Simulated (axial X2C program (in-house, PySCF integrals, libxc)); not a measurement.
# SbF⁺: EOM-EA-CCSD levels

Wanted for SbF⁺: EOM-EA-CCSD levels, at the two-component level.

Method: two-component X2C with atomic mean-field terms, Sb dyall-acv3z, F dyall-av3z; program: an in-house X2C program for linear molecules on PySCF integrals.

All values are calculated.

## (1) Set-up

The input, task.json:

```json
{
 "zs": [
  51,
  9
 ],
 "q": 1,
 "bas": [
  "dyall-acv3z",
  "dyall-av3z"
 ],
 "r0": 2.04,
 "eom": "ea",
 "thr": -1.0,
 "nmax": 92,
 "grid": [
  1,
  0.96,
  1.045,
  0.92,
  1.09,
  1.15
 ]
}
```

Keys: zs atomic numbers; q charge; bas basis sets; r0 starting distance in Å; eom kind of EOM run; thr threshold in hartree for freezing inner shells (an s shell follows its p shell); nmax most natural virtual spinors; grid distances as factors.

The run is started by

```
> python soeom.py task.json out
```

Nuclei are Gaussian, cores are contracted, and the Gaunt term is on.

## (2) EOM-EA-CCSD at 1.852 Å

Reference: the closed shell SbF²⁺; 10 electrons correlated, 92 virtual spinors; roots sought by Ω: 1/2: 5, 3/2: 4, 5/2: 2, 7/2: 1.

Output:

```text
two-component X2C + atomic mean field  HF
basis functions 194  fitting functions 986  grid points 5077
iter        total energy     max residual
   1      -6573.961925455     3.75e-01
   2      -6573.992406952     9.83e-03
   3      -6573.993689748     7.34e-03
   4      -6573.994632145     1.79e-03
   5      -6573.994729736     6.37e-04
   6      -6573.994747905     2.68e-04
   7      -6573.994751145     1.12e-04
   8      -6573.994751858     2.58e-05
   9      -6573.994751901     5.29e-06
  10      -6573.994751903     1.89e-06
converged
one-electron -9254.02773202  Coulomb 2731.55341769  exact exchange -178.88969182  xc functional 0.00000000  nuclear repulsion 131.15137139  atomic mean-field constant -3.78211715
correlated 10  virtual 290  natural virtual 92  E(MP2) -0.343993974  MP2 remainder -0.042617347
iter   CCSD correlation   residual
   1     -0.287080606   1.77e-01
   2     -0.298424906   1.14e-01
   3     -0.303057301   3.22e-02
   4     -0.303262418   1.39e-02
   5     -0.303276466   5.80e-03
   6     -0.303364949   2.78e-03
   7     -0.303375079   8.84e-04
   8     -0.303369011   2.93e-04
   9     -0.303378163   1.32e-04
  10     -0.303374148   6.31e-05
  11     -0.303375531   3.30e-05
  12     -0.303375444   1.50e-05
  13     -0.303375251   7.41e-06
  14     -0.303375246   3.19e-06
(T) -0.012649304  T1 0.0442  D1 0.0700  max T2 0.063
EOM-EA-CCSD roots
2*Omega      energy/Eh   energy/eV  one-particle weight
    1      -0.59024944    -16.0615      0.968
    1      -0.45492915    -12.3793      0.963
    1      -0.37040652    -10.0793      0.000
    1      -0.29167286     -7.9368      0.982
    1      -0.25344634     -6.8966      0.074
    3      -0.57454556    -15.6342      0.968
    3      -0.36885990    -10.0372      0.000
    3      -0.30598046     -8.3262      0.402
    3      -0.23706041     -6.4507      0.725
    5      -0.30489574     -8.2966      0.401
    5      -0.23457474     -6.3831      0.561
    7      -0.11330139     -3.0831      0.003
```

T1 in the output is the amplitude norm over the root of the electron number; divide by √2 for the Lee–Taylor value.

```csv
Ω,binding energy (eV),above lowest (cm⁻¹),spinor,weight
1/2,16.062,0,"87% Sb pπ, 6% F pπ",0.97
3/2,15.634,3450,"88% Sb pπ, 6% F pπ",0.97
1/2,12.379,29700,"57% Sb pσ, 18% Sb dσ, 11% F pσ",0.96
1/2,7.937,65530,83% Sb sσ,0.98
3/2,6.451,77520,"64% Sb dπ, 19% Sb dδ, 8% Sb pπ",0.73
```

Run time: 21 s. Hardware: 1 thread of Arm Neoverse N1, shared host; peak memory 0.7 GiB.

## (3) EOM-EA-CCSD at 1.778 Å

| Ω | binding energy (eV) | above lowest (cm⁻¹) | spinor | weight |
| --- | --- | --- | --- | --- |
| 1/2 | 15.900 | 0 | 85% Sb pπ, 7% F pπ | 0.97 |
| 3/2 | 15.479 | 3400 | 86% Sb pπ, 7% F pπ | 0.97 |
| 1/2 | 12.041 | 31120 | 56% Sb pσ, 20% Sb dσ, 9% F sσ | 0.96 |
| 1/2 | 7.879 | 64700 | 83% Sb sσ, 6% Sb pσ | 0.98 |
| 3/2 | 6.328 | 77210 | 65% Sb dδ, 28% Sb dπ | 0.66 |

Run time: 22 s. Hardware: 1 thread of Arm Neoverse N1, shared host; peak memory 0.7 GiB.

## (4) EOM-EA-CCSD at 1.935 Å

| Ω | binding energy (eV) | above lowest (cm⁻¹) | spinor | weight |
| --- | --- | --- | --- | --- |
| 1/2 | 16.229 | 0 | 89% Sb pπ | 0.97 |
| 3/2 | 15.797 | 3490 | 89% Sb pπ | 0.97 |
| 1/2 | 12.755 | 28020 | 58% Sb pσ, 16% Sb dσ, 12% F pσ | 0.96 |
| 1/2 | 7.993 | 66430 | 83% Sb sσ | 0.98 |

Wall time 24 s (1 thread of Arm Neoverse N1, shared host); peak memory 0.78 GiB.

## (5) EOM-EA-CCSD at 1.704 Å

```csv
Ω,binding energy (eV),above lowest (cm⁻¹),spinor,weight
1/2,15.730,0,"83% Sb pπ, 8% F pπ",0.97
3/2,15.315,3340,"84% Sb pπ, 8% F pπ",0.97
1/2,11.711,32420,"55% Sb pσ, 22% Sb dσ, 10% F sσ",0.96
1/2,7.814,63850,"83% Sb sσ, 7% Sb pσ",0.98
```

Wall time 22 s (1 thread of Arm Neoverse N1, shared host); peak memory 0.78 GiB.

## (6) EOM-EA-CCSD at 2.019 Å

| Ω | binding energy (eV) | above lowest (cm⁻¹) | spinor | weight |
| --- | --- | --- | --- | --- |
| 1/2 | 16.381 | 0 | 90% Sb pπ | 0.97 |
| 3/2 | 15.945 | 3520 | 91% Sb pπ | 0.97 |
| 1/2 | 13.114 | 26350 | 59% Sb pσ, 14% F pσ, 14% Sb dσ | 0.96 |
| 1/2 | 8.042 | 67250 | 82% Sb sσ, 6% Sb dσ | 0.98 |

Wall time 25 s (1 thread of Arm Neoverse N1, shared host); peak memory 0.78 GiB.

## (7) EOM-EA-CCSD at 2.130 Å

```csv
Ω,binding energy (eV),above lowest (cm⁻¹),spinor,weight
1/2,16.553,0,92% Sb pπ,0.97
3/2,16.115,3530,93% Sb pπ,0.97
1/2,13.546,24250,"60% Sb pσ, 17% F pσ, 12% Sb dσ",0.96
```

Run time: 27 s. Hardware: 1 thread of Arm Neoverse N1, shared host; peak memory 0.78 GiB.

## (8) Curves of the states

Energies in eV from the lowest point of the lowest state; states are followed by energy order within each Ω.

| R (Å) | (1)Ω=1/2 | (1)Ω=3/2 | (2)Ω=1/2 |
| --- | --- | --- | --- |
| 1.704 | 0.4670 | 0.8815 | 4.4860 |
| 1.778 | 0.1038 | 0.5253 | 3.9628 |
| 1.852 | 0.0000 | 0.4273 | 3.6823 |
| 1.935 | 0.0921 | 0.5247 | 3.5666 |
| 2.019 | 0.3288 | 0.7648 | 3.5959 |
| 2.130 | 0.7759 | 1.2137 | 3.7826 |

Constants where the minimum is well bracketed (masses 120.904 and 18.998 u):

| state | Te (cm⁻¹) | Re (Å) | ωe (cm⁻¹) |
| --- | --- | --- | --- |
| (1)Ω=1/2 | 0 | 1.854 | 725 |
| (1)Ω=3/2 | 3450 | 1.851 | 726 |

## (9) What came out

| quantity | value |
| --- | --- |
| lowest root at 1.852 Å | Ω = 1/2, 16.062 eV |
| next root led by one particle | Ω = 3/2, about 3450 cm⁻¹ higher |
| T1 of the reference | 0.031 |
| lowest state, Re and ωe | 1.854 Å, 725 cm⁻¹ |

In words: The added electron is bound by 16.06 eV in a spinor of 87% Sb pπ, 6% F pπ. Errors of 0.1 to 0.3 eV are usual at this size, and roots led by higher excitations are left out, so the list is incomplete, and low states of that kind can be missing. T1 or the largest double amplitude of the reference is raised, which lowers the reliability. The bond is 0.060 Å longer than in the closed-shell reference at CCSD (1.794 Å).
